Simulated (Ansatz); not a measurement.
# ZrH3 (quartet): from Hartree-Fock to the top rungs, def2-TZVPP

The task here is to estimate one member of a computed series from the others.

Program: Ansatz 0.2.0, Gaussian basis. Level of theory: def2-TZVPP, core rule «outside noble gas», up to 4 orbitals frozen. These are calculated values, not measurements.

To be run: UHF; CCSD(T) on ROHF; CCSD(T) on UHF; CCSDT(Q) on ROHF; CCSDT(Q) on UHF; CASSCF and MRCISD+Q, 7 electrons in 9 orbitals; CASSCF and NEVPT2, 7 electrons in 9 orbitals.

14 further runs of the same task are left out: 9 for a known fault of the program, 5 set aside as unsound or not needed. Runs told in other sessions of the task aren't counted.

## What is computed

The geometry is a PBE0/def2-TZVP stationary point (not a proven minimum) of the parent state, kept for this charge and spin. No spin-orbit coupling is included. Elements past krypton take def2 core potentials.

4 atoms, charge 0, spin multiplicity 4.

Atoms are counted from 1 here; the program's logs count them from 0.

Bond lengths: Zr1–H2 2.446 Å, Zr1–H3 2.050 Å, Zr1–H4 2.050 Å, H3–H4 0.811 Å. Angles: H2–Zr1–H3 168.6°, H2–Zr1–H4 168.6°, H3–Zr1–H4 22.8°, Zr1–H3–H4 78.6°, Zr1–H4–H3 78.6°.

Set-up of the first run:

Input file in.yaml:

```yaml
crystal:
  periodic: [false, false, false]
  atoms:
    - {symbol: Zr, position_ang: [0.000000, 0.000000, -0.016822]}
    - {symbol: H, position_ang: [0.000000, 0.000000, -2.463315]}
    - {symbol: H, position_ang: [0.000000, 0.405660, 1.992908]}
    - {symbol: H, position_ang: [0.000000, -0.405660, 1.992908]}
basis:
  gaussian: {orbitals: def2-TZVPP}
magnetization: {spin_polarized: true, initial_magnetization: 3}
hamiltonian: {xc: hf}
output: {orbitals: {seedname: orbitals}}
```

Launch:

```console
ansatz run in.yaml --threads 1 --pin off --events-out ev --progress --plain --max-ram 4096MiB --backend cpu
```

Steps of the session up to this table: UHF; CCSD(T) on ROHF; CCSD(T) on UHF; CCSDT(Q) on ROHF; CCSDT(Q) on UHF; CASSCF and MRCISD+Q, 7 electrons in 9 orbitals; CASSCF and NEVPT2, 7 electrons in 9 orbitals.

One of the session's tables, all rows but one given; the rest of the session is left out.

| method | from RCCSDT(Q) (meV) |
| --- | --- |
| ROHF | ? |
| UHF | +3173.0 |
| RMP2 | +752.0 |
| UMP2 | +661.0 |
| RCCSD | +110.8 |
| UCCSD | +18.8 |
| RCCSD(T) | +29.8 |
| UCCSD(T) | -59.5 |
| RCCSDT | +3.0 |
| UCCSDT | -84.7 |
| RCCSDT(Q) | 0 |
| UCCSDT(Q) | -87.5 |
| CASSCF valence | +2284.8 |
| NEVPT2 valence | +761.4 |
| MRCISD valence | +144.5 |
| MRCISD+Q valence | +25.5 |

Q: Estimate the row for ROHF from the others.

The run gave: from RCCSDT(Q) (meV): +3308.7. In the column «from RCCSDT(Q) (meV)» it is the highest.

Caveats from the session: Warnings: coupled cluster took another determinant than the lowest. Restricted and unrestricted rows rest on different reference determinants; a gap between their highest levels can come from leftover correlation error, from unlike frozen cores or from another state.
